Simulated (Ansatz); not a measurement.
HfB:

```
CELL_PARAMETERS angstrom
0.00000 2.31000 2.31000
2.31000 0.00000 2.31000
2.31000 2.31000 0.00000
ATOMIC_POSITIONS crystal
Hf 0.50000 0.50000 0.50000
B 0.00000 0.00000 0.00000
```

| Property | Result |
| --- | --- |
| Program | Ansatz 0.2.0 |
| Task | relaxation of cell and atoms |
| Functional | PBE |
| Dispersion | D3(BJ) |
| Potentials or basis | Ansatz PAW |
| Cutoff | 420 eV (not typed: the program's choice for these potentials) |
| k mesh | 10 × 10 × 10 |
| Occupations | fermi-dirac, width 0.05 eV |
| Spin | no spin polarisation |

At the start: volume 12.33 Å³/atom.

Problem. Where does the relaxation end?

Solution. It ends after 7 steps and the volume is 13.78 Å³/atom (+11.8 %); space group Fm-3m (No. 225, to 0.05 Å).

The path:
| step | energy change (eV) | largest force (eV/Å) | volume (Å³) |
| --- | --- | --- | --- |
| 1 | 0.0000 | 0.0000 | 24.65 |
| 2 | -0.1820 | 0.0000 | 28.44 |
| 3 | -0.1971 | 0.0000 | 27.68 |
| 4 | -0.1975 | 0.0000 | 27.55 |
| 5 | -0.2004 | 0.0000 | 27.55 |
| 6 | -0.2004 | 0.0000 | 27.56 |
| 7 | -0.2004 | 0.0000 | 27.56 |

Final structure:
```
Hf B
1.0
     0.00000    2.39755    2.39755
     2.39755    0.00000    2.39755
     2.39755    2.39755    0.00000
Hf B
1 1
Direct
  0.50000 0.50000 0.50000
  0.00000 0.00000 0.00000
```

Caveat: the plane-wave basis is chosen anew once the cell has moved, so the energies of steps on either side of that aren't comparable; the volume moved by +12 % from the deposited cell, more than functionals usually miss; pairwise dispersion overbinds metals, which lowers pressure and volume.
